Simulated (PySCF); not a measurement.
**C₄H₁₀OSi: electronic excitations**

Aim: predict the electronic excitations of C₄H₁₀OSi (`C=CC[SiH2]OC`).

The runs use PySCF 2.14.0, with density-fitted response routines of our own; the level of theory stands in each step. All values are computed, except where a source is named. Atoms are numbered from 0 throughout.

## (1) The molecule as given

16 atoms, charge 0, multiplicity 1; geometry from: GFN2-xTB.

Bonds of the start (Å): C0–C1 1.32, C1–C2 1.49, C2–Si3 1.90, Si3–O4 1.62, O4–C5 1.39, C0–H6 1.08, C0–H7 1.08, C1–H8 1.08, C2–H9 1.09, C2–H10 1.09, Si3–H11 1.47, Si3–H12 1.47, C5–H13 1.09, C5–H14 1.09, C5–H15 1.09.

## (2) Excited states and response: B3LYP/def2-SVPD

Job settings and geometry (Å):

```
{"job": {"kind": "uv", "xc": "B3LYP", "basis": "def2-SVPD", "nstates": 8, "ntriplets": 3}, "charge": 0, "multiplicity": 1}
C     -2.823693     0.459323     0.696625
C     -1.641004     0.040046     1.109601
C     -0.906193    -1.118381     0.537146
Si     0.550199    -0.558216    -0.549258
O      1.505105     0.229164     0.498091
C      2.719758     0.865883     0.244176
H     -3.357736    -0.045716    -0.092354
H     -3.311484     1.316000     1.129668
H     -1.124503     0.566482     1.901258
H     -1.575340    -1.721069    -0.075117
H     -0.533799    -1.748975     1.344846
H      1.249121    -1.709676    -1.135672
H      0.109196     0.321119    -1.637506
H      3.446398     0.165562    -0.174713
H      2.586338     1.689313    -0.461509
H      3.100038     1.258085     1.188274
```

Level: TDDFT B3LYP/def2-SVPD, vertical, gas phase, core orbitals frozen in the response.

Started as:

```sh
> OMP_NUM_THREADS=1 python probes_run.py task.json out
```

The driver reads the jobs from task.json and runs them one after another.

Standard output:

```text
coarse grid: 13256 points
cycle   1  E = -522.7343868966  dE =  5.005e-01  |g| = 7.473e-01  |ddm| = 6.012e+00
cycle   2  E = -522.5174705165  dE =  2.169e-01  |g| = 1.278e+00  |ddm| = 2.149e+00
cycle   3  E = -522.8485008882  dE = -3.310e-01  |g| = 1.339e-01  |ddm| = 1.357e+00
cycle   4  E = -522.8519740590  dE = -3.473e-03  |g| = 5.084e-02  |ddm| = 2.412e-01
cycle   5  E = -522.8526341058  dE = -6.600e-04  |g| = 1.010e-02  |ddm| = 8.405e-02
cycle   6  E = -522.8526512599  dE = -1.715e-05  |g| = 6.106e-03  |ddm| = 1.996e-02
cycle   7  E = -522.8526613037  dE = -1.004e-05  |g| = 4.496e-04  |ddm| = 8.978e-03
cycle   8  E = -522.8526613478  dE = -4.412e-08  |g| = 1.941e-04  |ddm| = 1.119e-03
final grid: 121688 points
cycle   9  E = -522.9392749995  dE = -3.532e-05  |g| = 5.404e-03  |ddm| = 9.815e-02
cycle  10  E = -522.9392715709  dE =  3.429e-06  |g| = 6.638e-03  |ddm| = 1.712e-02
cycle  11  E = -522.9392824886  dE = -1.092e-05  |g| = 8.049e-04  |ddm| = 8.866e-03
cycle  12  E = -522.9392826295  dE = -1.410e-07  |g| = 1.838e-04  |ddm| = 1.060e-03
cycle  13  E = -522.9392826368  dE = -7.270e-09  |g| = 5.556e-05  |ddm| = 3.718e-04
cycle  14  E = -522.9392826376  dE = -8.255e-10  |g| = 2.151e-05  |ddm| = 1.438e-04
converged SCF energy = -522.9392826376

Static polarisability (au): isotropic 80.998, principal 69.057 74.063 99.873

Singlet excitations
state   eV       nm        f      main configurations
  1   6.1812    200.6   0.14825   H->L 0.82, H->L+1 0.12
  2   6.5815    188.4   0.02568   H->L+2 0.70, H->L+1 0.17
  3   6.7835    182.8   0.00447   H-1->L 0.93
  4   6.9452    178.5   0.18008   H->L+1 0.56, H->L+2 0.11, H->L+3 0.10
  5   7.0229    176.5   0.01580   H->L+3 0.76, H->L+2 0.16
  6   7.3449    168.8   0.03951   H->L+5 0.84, H->L+4 0.13
  7   7.4536    166.3   0.01500   H->L+4 0.43, H-2->L 0.24, H->L+6 0.19
  8   7.5121    165.0   0.02868   H-2->L 0.54, H-1->L+1 0.14, H->L+6 0.09

Triplet excitations (Tamm-Dancoff, eV): 4.3651 6.2643 6.4976
```

Wall time 36 s (1 thread of Arm Neoverse V1, shared host); peak memory 0.84 GiB.

The orbitals next to the gap, with their largest atomic shares:

| orbital | eV | atoms |
| --- | --- | --- |
| HOMO−3 | -9.35 | C2 16 %, C1 16 %, C0 14 % |
| HOMO−2 | -8.55 | O4 46 %, C5 11 %, Si3 9 % |
| HOMO−1 | -7.90 | O4 50 %, Si3 13 %, C5 10 % |
| HOMO | -6.84 | C0 35 %, C1 29 %, C2 13 % |
| LUMO | -0.13 | C0 19 %, C1 19 %, Si3 16 % |
| LUMO+1 | 0.50 | C5 13 %, C0 12 %, C1 11 % |
| LUMO+2 | 0.64 | Si3 28 %, C0 8 %, C5 8 % |

With each of the 8 states as a Gaussian band of 0.4 eV half-width at 1/e, the curve within the window shown has maxima at 198 nm (ε 6,800), 178 nm (ε 9,600) L/(mol cm). Beyond the last state computed it falls off for lack of states. The curve at chosen wavelengths:

(nm, ε (L/mol/cm)): (159, 1422), (162, 2622), (164, 3564), (167, 5093), (169, 6162), (172, 7750), (174, 8660), (177, 9477), (179, 9525), (182, 8903), (184, 8217), (187, 7213), (189, 6758), (192, 6512), (194, 6569), (197, 6735), (199, 6745), (202, 6433), (204, 5983), (207, 5023), (209, 4275), (212, 3149), (214, 2464), (217, 1611), (219, 1170), (222, 689)

Leading natural transition orbitals of singlet state 4: the hole lies on C0 31 %; C1 21 %; C2 14 %; the particle on C1 16 %; H8 16 %; C0 10 %.

Leading natural transition orbitals of singlet state 1: the hole lies on C0 33 %; C1 22 %; C2 12 %; the particle on H11, H12 about 16 % each; Si3 12 %; H9, H13, H14 about 7 % each.

Further results of this job:

| property | computed |
| --- | --- |
| dipole moment (D) | 1.02 |
| polarisability (Å³) | 12.00 |
| HOMO–LUMO gap (eV) | 6.71 |
| −ε(HOMO) (eV) | 6.84 |

The fields below are evaluated on a grid from the run's orbitals.

Frontier orbitals at B3LYP/def2-SVPD, with the share of their density that lies nearest to each atom:

```csv
orbital,energy (eV),lies on
HOMO,-6.84,C0 36 %; C1 26 %; C2 9 %
LUMO,-0.13,"C0, C1 about 15 % each; H11, H12 about 9 % each; Si3 9 %"
```

ELF in a plane through or near 5 of the atoms.

Values, 10 rows by 14 columns:
```
0.00 0.00 0.00 0.00 0.00 0.00 0.00 0.00 0.00 0.00 0.00 0.00 0.00 0.00
0.00 0.00 0.00 0.00 0.00 0.00 0.00 0.00 0.00 0.00 0.00 0.00 0.00 0.00
0.00 0.00 0.00 0.25 0.08 0.00 0.00 0.00 0.03 0.00 0.05 0.11 0.00 0.00
0.00 0.00 0.21 0.99 0.82 0.05 0.10 0.23 0.93 0.14 0.43 0.55 0.02 0.00
0.00 0.00 0.07 0.71 0.40 0.80 0.76 0.05 0.66 0.26 0.80 0.49 0.04 0.00
0.00 0.01 0.96 0.99 0.24 0.84 0.47 0.77 0.77 0.57 0.27 0.22 0.01 0.00
0.00 0.00 0.23 0.37 0.01 0.25 0.21 0.85 0.71 0.96 0.05 0.01 0.00 0.00
0.00 0.00 0.00 0.00 0.57 1.00 0.97 0.05 0.66 0.97 0.21 0.00 0.00 0.00
0.00 0.00 0.00 0.00 0.07 0.87 0.70 0.01 0.00 0.01 0.00 0.00 0.00 0.00
0.00 0.00 0.00 0.00 0.00 0.00 0.00 0.00 0.00 0.00 0.00 0.00 0.00 0.00
```
The map spans 12.1 Å across and 9.7 Å up, centred on the molecule. Atoms in the plane (x, y in Å): C1 (1.7, 0.5), C2 (1.1, -0.8), O4 (-1.5, 0.2), H9 (1.7, -1.6), H15 (-3.1, 1.4).

On the surface of density 0.002 e/bohr³ the electrostatic potential runs, from the 1st to the 99th percentile, from -0.93 V near O4 to 1.09 V near H12.

## (3) What came out

```
                                quantity                        value
        lowest singlet (B3LYP/def2-SVPD)  6.18 eV (201 nm), f = 0.148
brightest single state of those computed  state 4, 6.95 eV, f = 0.180
                          lowest triplet                      4.37 eV
   surface potential, 1st and 99th percentile           -0.93 V and 1.09 V
```

What this shows: The first singlet state (HOMO→LUMO 0.82, HOMO→LUMO+1 0.12) lies at 6.18 eV and is bright; of the 8 states computed, the strongest absorption comes from state 4 at 6.95 eV. The lowest triplet lies 1.82 eV below the lowest singlet (triplets in Tamm-Dancoff, singlets in full TDDFT). States above −ε(HOMO) lie where TDDFT describes them poorly and they hang on the basis; the brightest is among them.
